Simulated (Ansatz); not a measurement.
# H7OSi3: the cost of one run

All numbers are computed with Ansatz 0.2.0, driven from Python. Level of theory: CAM-B3LYP/cc-pVDZ.

### Step 1. Starting point

Bond lengths: Si1–O2 1.598 Å, O2–Si3 1.641 Å, Si3–Si4 2.409 Å, Si1–H5 1.521 Å, Si1–H6 1.534 Å, Si1–H7 1.498 Å, Si3–H8 1.485 Å, Si4–H9 1.498 Å, Si4–H10 1.449 Å, Si4–H11 1.468 Å. Angles (14 of 16 angles, heavy atoms first): Si1–O2–Si3 138.8°, O2–Si3–Si4 112.4°, O2–Si1–H5 110.8°, O2–Si1–H6 111.1°, O2–Si1–H7 112.0°, O2–Si3–H8 110.0°, Si4–Si3–H8 107.2°, Si3–Si4–H9 108.4°, Si3–Si4–H10 108.1°, Si3–Si4–H11 105.2°, H5–Si1–H6 106.8°, H5–Si1–H7 108.3°, H6–Si1–H7 107.6°, H9–Si4–H10 112.2°.

The script holds or builds the structure itself.

### Step 2. Script

Input file tae_h7osi3.py:

```python
'''Energy to split H7OSi3 into its atoms.'''

from collections import Counter

import ansatz as az
from ase import Atoms


def total_energy(molecule, charge=0, unpaired=0):
    calc = molecule.calculation().basis(gaussian='cc-pVDZ').functional('cam_b3lyp')
    if charge:
        calc = calc.charge(charge)
    if unpaired:
        calc = calc.spin('collinear', total=unpaired)
    return calc.run().report['free_energy_ev']

atoms = Atoms(['Si', 'O', 'Si', 'Si', 'H', 'H', 'H', 'H', 'H', 'H', 'H'], positions=[
    [-1.7579, 1.1872, -0.0651],
    [-1.2054, -0.1426, 0.6285],
    [-0.2167, -1.4022, 0.27],
    [2.0216, -0.6892, -0.263],
    [-2.4785, 0.8593, -1.364],
    [-2.7722, 1.8992, 0.8382],
    [-0.6599, 2.1599, -0.3689],
    [-0.1205, -2.3188, 1.4348],
    [2.5715, 0.0615, 0.9113],
    [2.8056, -1.8668, -0.5758],
    [1.8779, 0.1956, -1.4254],
])
geometry = az.Crystal.molecule_from_ase(atoms)

# Hund ground states
unpaired = {'Si': 2, 'O': 2, 'H': 1}
counts = Counter(site.symbol for site in geometry.cartesian_sites)
atom_energy = {s: total_energy(az.Crystal.molecule().atom(s, (0, 0, 0)), 0, unpaired[s]) for s in counts}
whole = total_energy(geometry, 0, 1)
for s, e in atom_energy.items():
    print(f'{s:2s} x{counts[s]}  {e:14.5f} eV')
print(f'H7OSi3: {whole:.5f} eV')
split = sum(counts[s] * e for s, e in atom_energy.items()) - whole
print(f'atomisation energy (no zero-point term): {23.060548 * split:.1f} kcal/mol, {split / sum(counts.values()):.3f} eV an atom')
```

### Step 3. What the engine is handed

The engine receives this input (first run):

```yaml
crystal:
  periodic: [false, false, false]
  atoms:
    - { symbol: Si, position_ang: [0.0, 0.0, 0.0] }
basis:
  gaussian:
    orbitals: cc-pVDZ
hamiltonian:
  xc: cam_b3lyp
magnetization:
  spin_polarized: true
  initial_magnetization: 2.0
```

### Step 4. The run

The run is started by

```bash
$ python tae_h7osi3.py
```

What time and memory should one allow on 1 thread of Arm Neoverse V2, shared host?

About 10 s, with a peak of 0.43 GiB.
